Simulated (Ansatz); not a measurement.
# Ir (fcc type): the cost of one run

Method: DFT LDA, with the methods named in each step, in Ansatz 0.2.0.

## (1) The structure to begin with

The structure is cubic, space group Fm-3m (No. 225). Conventional cell: a = 3.812 Å, b = 3.812 Å, c = 3.812 Å, α = 90.00°, β = 90.00°, γ = 90.00°. Ir (site symmetry m-3m) is surrounded by 12 Ir at 2.70 Å.

Structure file:

```xyz
2
Lattice="-1.9061 1.9061 0.0000 0.0000 0.0000 3.8122 1.9061 1.9061 0.0000" Properties=species:S:1:pos:R:3 pbc="T T T"
Ir    0.0000    0.0000    0.0000
Ir    0.0000    1.9061    1.9061
```

Atoms are numbered in the order of the input: Ir1, Ir2.

## (2) Bulk in the slab's orientation, LAPW

Contents of input.yaml:

```yaml
crystal:
  lattice:
    - [-1.9060896685, 1.9060896685, 0.0]
    - [0.0, 0.0, 3.8121793371]
    - [1.9060896685, 1.9060896685, 0.0]
  atoms:
    - { symbol: Ir, position: [0.0, 0.0, 0.0] }
    - { symbol: Ir, position: [0.5, 0.5, 0.5] }
kpoints:
  mp_grid: { grid: [15, 11, 15] }
scf:
  occupations: { method: fermi_dirac, width: 0.1 }
hamiltonian:
  xc: lda
  pseudopotentials: { kind: all_electron, lapw: { basis_error: 0.001 } }
output:
  forces: true
  stress: true
  eigenvalues: true
```

Started as:

```
$ ansatz run input.yaml --threads 2 --pin off --max-ram 4096MiB --backend cpu --events-out ev --progress --plain --runs-dir out
```

**Question.** How long does this run take on 2 threads of Intel Xeon Platinum 8488C (Sapphire Rapids), shared host, and how much memory does it need?

About 34 s, with a peak of 0.93 GiB.
